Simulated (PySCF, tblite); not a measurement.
# C2H9FOSi2, a small molecule taken as a stand-in for a surface group: NMR shifts, core binding energies and electronic excitations, part 2 of 2

tblite 0.8.0 and PySCF 2.14.0. Atoms count from 0, parts from 1. Earlier steps stand in the parts before.

## Step 6: Excited states and response: CAM-B3LYP/def2-SVPD

The job: settings as JSON, then the geometry in Å.

```
{"job": {"kind": "uv", "xc": "CAM-B3LYP", "basis": "def2-SVPD", "nstates": 6, "ntriplets": 2, "ip": true}, "charge": 0, "multiplicity": 1}
Si    -0.446789     0.071991    -0.388040
C     -1.453405    -1.430238     0.024663
C     -1.325674     1.686627    -0.153806
O      0.943814     0.073365     0.504046
Si     2.572446    -0.236635     0.482929
F      0.001062    -0.036439    -1.954164
H     -1.733492    -1.427922     1.089419
H     -0.877374    -2.347102    -0.173788
H     -2.376835    -1.469801    -0.573141
H     -1.605772     1.828893     0.901205
H     -0.673510     2.522458    -0.449491
H     -2.241254     1.732508    -0.763082
H      3.269869     0.669016    -0.477315
H      3.103150    -0.003404     1.856028
H      2.831917    -1.655085     0.090558
```

With the program's defaults for keys left out, this is: TDDFT CAM-B3LYP/def2-SVPD, vertical, gas phase, core orbitals frozen in the response.

Output:

```text
coarse grid: 13176 points
cycle   1  E = -835.1538706422  dE =  2.919e-01  |g| = 8.673e-01  |ddm| = 5.292e+00
cycle   2  E = -835.0687341854  dE =  8.514e-02  |g| = 1.137e+00  |ddm| = 2.149e+00
cycle   3  E = -835.2948119220  dE = -2.261e-01  |g| = 9.108e-02  |ddm| = 1.049e+00
cycle   4  E = -835.2963882104  dE = -1.576e-03  |g| = 3.892e-02  |ddm| = 1.709e-01
cycle   5  E = -835.2966839359  dE = -2.957e-04  |g| = 1.120e-02  |ddm| = 4.672e-02
cycle   6  E = -835.2967040608  dE = -2.012e-05  |g| = 2.748e-03  |ddm| = 1.548e-02
cycle   7  E = -835.2967056232  dE = -1.562e-06  |g| = 3.336e-04  |ddm| = 4.703e-03
final grid: 117432 points
cycle   8  E = -835.4141299464  dE = -1.820e-05  |g| = 2.895e-03  |ddm| = 4.961e-02
cycle   9  E = -835.4141300804  dE = -1.340e-07  |g| = 2.944e-03  |ddm| = 8.482e-03
cycle  10  E = -835.4141319247  dE = -1.844e-06  |g| = 3.579e-04  |ddm| = 3.062e-03
cycle  11  E = -835.4141319444  dE = -1.970e-08  |g| = 1.153e-04  |ddm| = 3.929e-04
cycle  12  E = -835.4141319471  dE = -2.726e-09  |g| = 1.056e-05  |ddm| = 1.963e-04
cycle  13  E = -835.4141319471  dE = -3.342e-11  |g| = 5.164e-06  |ddm| = 2.432e-05
converged SCF energy = -835.4141319471

Static polarisability (au): isotropic 77.559, principal 69.767 78.721 84.189

Singlet excitations
state   eV       nm        f      main configurations
  1   7.5330    164.6   0.00864   H->L 0.71
  2   7.8897    157.1   0.00294   H-1->L 0.64, H-1->L+1 0.18, H-1->L+2 0.14
  3   8.2042    151.1   0.02554   H->L+1 0.33, H-2->L 0.25, H->L 0.21
  4   8.6204    143.8   0.16266   H->L+1 0.33, H->L+2 0.29, H-2->L 0.18
  5   8.8090    140.7   0.07173   H-1->L+1 0.74, H-1->L 0.10, H-1->L+2 0.09
  6   8.8752    139.7   0.00486   H->L+4 0.59, H-1->L+5 0.12

Triplet excitations (Tamm-Dancoff, eV): 7.1896 7.4654
Vertical ionisation energy (delta-SCF) = 10.5528 eV
```

It took 6.2 min on 1 thread of Arm Neoverse N1, shared host; peak memory 1.1 GiB.

Frontier orbitals and where they lie:

```csv
orbital,eV,atoms
HOMO−3,-11.95,"C1 18 %, C2 18 %, Si0 15 %"
HOMO−2,-10.80,"Si4 20 %, H14 16 %, C2 12 %"
HOMO−1,-10.47,"O3 30 %, Si4 28 %, H13 21 %"
HOMO,-9.83,"O3 25 %, C1 16 %, C2 14 %"
LUMO,0.83,"Si0 19 %, Si4 18 %, C1 9 %"
LUMO+1,1.37,"Si4 48 %, H14 12 %, H13 12 %"
LUMO+2,1.74,"Si4 28 %, C2 10 %, H11 7 %"
```

With each of the 6 states as a Gaussian band of 0.4 eV half-width at 1/e, the curve within the window shown has maxima at 143 nm (ε 9,500) L/(mol cm). Beyond the last state computed it falls off for lack of states. The curve at chosen wavelengths:

| nm | ε (L/mol/cm) |
| --- | --- |
| 135 | 2333 |
| 137 | 4427 |
| 138 | 5639 |
| 140 | 7918 |
| 142 | 9302 |
| 144 | 9309 |
| 145 | 8823 |
| 147 | 7214 |
| 149 | 5321 |
| 150 | 4439 |
| 152 | 2976 |
| 154 | 1956 |
| 156 | 1307 |
| 157 | 1087 |
| 159 | 793 |
| 161 | 627 |
| 163 | 527 |
| 164 | 487 |
| 166 | 412 |
| 168 | 336 |
| 169 | 297 |
| 171 | 221 |
| 173 | 153 |
| 175 | 99 |
| 176 | 78 |
| 178 | 46 |

Ground-state properties from the same run:

```csv
property,computed
dipole moment (D),1.64
polarisability (Å³),11.49
HOMO–LUMO gap (eV),10.65
−ε(HOMO) (eV),9.83
```

## Step 7: Results

The summary covers parts 1 to 2.

```
                                                     quantity                                                     value
                                                  point group                                                        C1
                         rotational constants (main isotopes)                                      3.27, 1.35, 1.30 GHz
                  $^{13}$C shifts against TMS (PBE0/pcSseg-1)                                            -0.8, -1.1 ppm
                   $^{1}$H shifts against TMS (PBE0/pcSseg-1)  5.11, 5.08, 4.90, 0.35, 0.35, 0.11, 0.10, 0.09, 0.07 ppm
                 $^{29}$Si shifts against TMS (PBE0/pcSseg-1)                                            9.9, -40.3 ppm
                  $^{17}$O shifts against H2O (PBE0/pcSseg-1)                                                  48.8 ppm
                $^{19}$F shifts against CFCl3 (PBE0/pcSseg-1)                                                -146.8 ppm
                        surface potential, 1st and 99th percentile                                        -1.17 V and 1.14 V
                             C1s binding energies, SCAN/pcX-2                                   C1 290.42, C2 290.42 eV
Si2p binding energies, SCAN/pcX-2 (standing for 1 of 2 atoms)                                             Si0 108.07 eV
                             O1s binding energies, SCAN/pcX-2                                              O3 537.88 eV
                             F1s binding energies, SCAN/pcX-2                                              F5 691.90 eV
                         lowest singlet (CAM-B3LYP/def2-SVPD)                               7.53 eV (165 nm), f = 0.009
                     brightest single state of those computed                               state 4, 8.62 eV, f = 0.163
                                               lowest triplet                                                   7.19 eV
                            vertical ionisation energy (ΔSCF)                                                  10.55 eV
```

In words: The optimisation took 11 steps and gained 0.331 eV; among the close pairs (by a distance rule), Si0–C2 changed most, from 1.926 to 1.853 Å (PBE0/def2-SVP). No frequency check was run at this level, so the end point may be a saddle. At PBE0/pcSseg-1: Shielding is most anisotropic at Si4 (span 116 ppm, paramagnetic term -486 ppm). The C1s levels computed lie within 0.00 eV of one another, too close to rank. The lowest singlet, at 7.53 eV, is HOMO→LUMO 0.71 and is weak; of the 6 states computed, the strongest absorption comes from state 4 at 8.62 eV. The lowest triplet lies 0.34 eV below the lowest singlet (triplets in Tamm-Dancoff, singlets in full TDDFT). The orbital energy would give 9.83 eV for ionisation, ΔSCF gives 10.55 eV. A capped cluster stands for the solid here, so long-range fields and strain are missing, and bands or shifts of the capping hydrogens have no counterpart in it.
